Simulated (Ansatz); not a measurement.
# AlZnSb: the cost of one run

Program: Ansatz 0.2.0. Level of theory: DFT PBE, scalar-relativistic, plane waves, PAW. These are calculated values, not measurements.

## 1. The starting structure

It takes space group P4/nmm (No. 129, tetragonal). Conventional cell: a = 4.041 Å, b = 4.041 Å, c = 7.038 Å, α = 90.00°, β = 90.00°, γ = 90.00°. Al (site symmetry 4mm) is surrounded by 5 Sb at 2.65 to 2.91 Å. Zn (site symmetry -4m2) is surrounded by 4 Sb at 2.79 Å and 4 Zn at 2.86 Å and 4 Al at 3.19 Å. Sb (site symmetry 4mm) is surrounded by 5 Al at 2.65 to 2.91 Å and 4 Zn at 2.79 Å.

As a file:

```
Al Zn Sb
1.0
     4.04074    0.00000    0.00000
     0.00000    4.04074    0.00000
     0.00000    0.00000    7.03818
Al Zn Sb
2 2 2
Cartesian
  0.0000 2.0204 2.4704
  2.0204 0.0000 4.5678
  0.0000 0.0000 0.0000
  2.0204 2.0204 0.0000
  0.0000 2.0204 5.1168
  2.0204 0.0000 1.9214
```

This is candidate A: MnVAs type (P4/nmm, No. 129).

(A quick probe on a coarse mesh, which set the mesh and smearing, is not shown.)

## 3. A loose first relaxation (candidate A)

File input.yaml:

```yaml
crystal:
  lattice:
    - [4.04073947, 0.0, 0.0]
    - [0.0, 4.04073947, 0.0]
    - [0.0, 0.0, 7.0381821558]
  atoms:
    - { symbol: Al, position: [0.0, 0.5, 0.351] }
    - { symbol: Al, position: [0.5, 0.0, 0.649] }
    - { symbol: Zn, position: [0.0, 0.0, 0.0] }
    - { symbol: Zn, position: [0.5, 0.5, 0.0] }
    - { symbol: Sb, position: [0.0, 0.5, 0.727] }
    - { symbol: Sb, position: [0.5, 0.0, 0.273] }
basis:
  ecutwfc: 420
kpoints:
  mp_grid: { grid: [4, 4, 4] }
hamiltonian:
  xc: pbe
scf:
  occupations: { method: gaussian, width: 0.1 }
  lower_state_search: "off"
output:
  forces: true
  stress: true
  eigenvalues: true
relax:
  adjacent_minimum: "off"
  f_tol: 0.04
  max_steps: 70
  cell: { stress_tol: 0.4 }
```

Run with:

```bash
$ ansatz run input.yaml --threads 1 --pin off --max-ram 2560MiB --backend cpu --events-out ev --progress --plain --runs-dir out
```

Q: Estimate wall time and peak memory on 1 thread of Oxide Virtual Turin-like (Zen 5), shared host.

About 63 s, with a peak of 0.46 GiB.
